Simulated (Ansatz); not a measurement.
# C₃H₅AlF₂: how energies converge with the basis set

Aim: see how fast density functionals converge with the basis set for C₃H₅AlF₂.

Computed with Ansatz 0.2.0, Gaussian basis. Level: one geometry, several basis sets.

Levels to be run: PBE0-D4/def2-SVP; ωB97M-V/def2-SVP; PBE0-D4/def2-QZVPP; ωB97M-V/def2-QZVPP; the functionals' def2-TZVPP values are taken from earlier runs.

### 1 The geometry

The geometry comes from an earlier relaxation with PBE0-D4 in a triple-zeta def2 set; it is a stationary point, not always the lowest conformer.

SMILES `C=C[CH2][Al]([F])[F]`, 11 atoms, charge 0, spin multiplicity 1.

Atoms are counted from 1 here; the program's logs count them from 0.

Bond lengths: C1–C2 1.343 Å, C1–H7 1.082 Å, C1–H8 1.087 Å, C2–C3 1.492 Å, C2–H9 1.088 Å, C3–Al4 1.937 Å, C3–H10 1.085 Å, C3–H11 1.091 Å, Al4–F5 1.645 Å, Al4–F6 1.646 Å. Angles: C2–C1–H7 121.1°, C2–C1–H8 121.8°, H7–C1–H8 117.0°, C1–C2–C3 125.0°, C1–C2–H9 117.8°, C3–C2–H9 116.5°, C2–C3–Al4 84.0°, C2–C3–H10 113.8°, C2–C3–H11 113.3°, Al4–C3–H10 120.7°, Al4–C3–H11 110.8°, H10–C3–H11 111.6°, C3–Al4–F5 122.1°, C3–Al4–F6 120.2°, F5–Al4–F6 117.7°.

### 2 PBE0-D4 in def2-SVP

in.yaml

```yaml
crystal:
  periodic: [false, false, false]
  atoms:
    - {symbol: C, position_ang: [-0.969246, -0.348222, -1.085202]}
    - {symbol: C, position_ang: [-0.205869, -0.909690, -0.132970]}
    - {symbol: C, position_ang: [0.048708, -0.323610, 1.214936]}
    - {symbol: Al, position_ang: [0.954866, 1.067167, 0.216496]}
    - {symbol: F, position_ang: [2.486820, 0.878492, -0.351771]}
    - {symbol: F, position_ang: [0.216973, 2.515864, -0.041310]}
    - {symbol: H, position_ang: [-1.020866, -0.770115, -2.080428]}
    - {symbol: H, position_ang: [-1.593673, 0.518681, -0.882668]}
    - {symbol: H, position_ang: [0.396386, -1.773090, -0.409499]}
    - {symbol: H, position_ang: [0.601829, -0.978784, 1.879834]}
    - {symbol: H, position_ang: [-0.850428, 0.066208, 1.693283]}
basis:
  gaussian: {orbitals: def2-SVP}
hamiltonian: {xc: pbe0, dispersion: d4}
output: {orbitals: {seedname: orbitals}}
```

After this run come: ωB97M-V in def2-SVP; PBE0-D4 in def2-QZVPP; ωB97M-V in def2-QZVPP.

Q: Predict the results of all the runs planned. Wanted: PBE0-D4: double and triple zeta above quadruple; ωB97M-V: double and triple zeta above quadruple.

**Answer**, as computed:

| quantity | value |
| --- | --- |
| PBE0-D4: double and triple zeta above quadruple | 13.48, 0.72 eV |
| ωB97M-V: double and triple zeta above quadruple | 13.73, 0.67 eV |

In words: For PBE0-D4 the step from double to triple zeta gains 12.76 eV and the next only 0.72 eV. Total energies overstate the basis error of differences, where much of it tends to cancel.
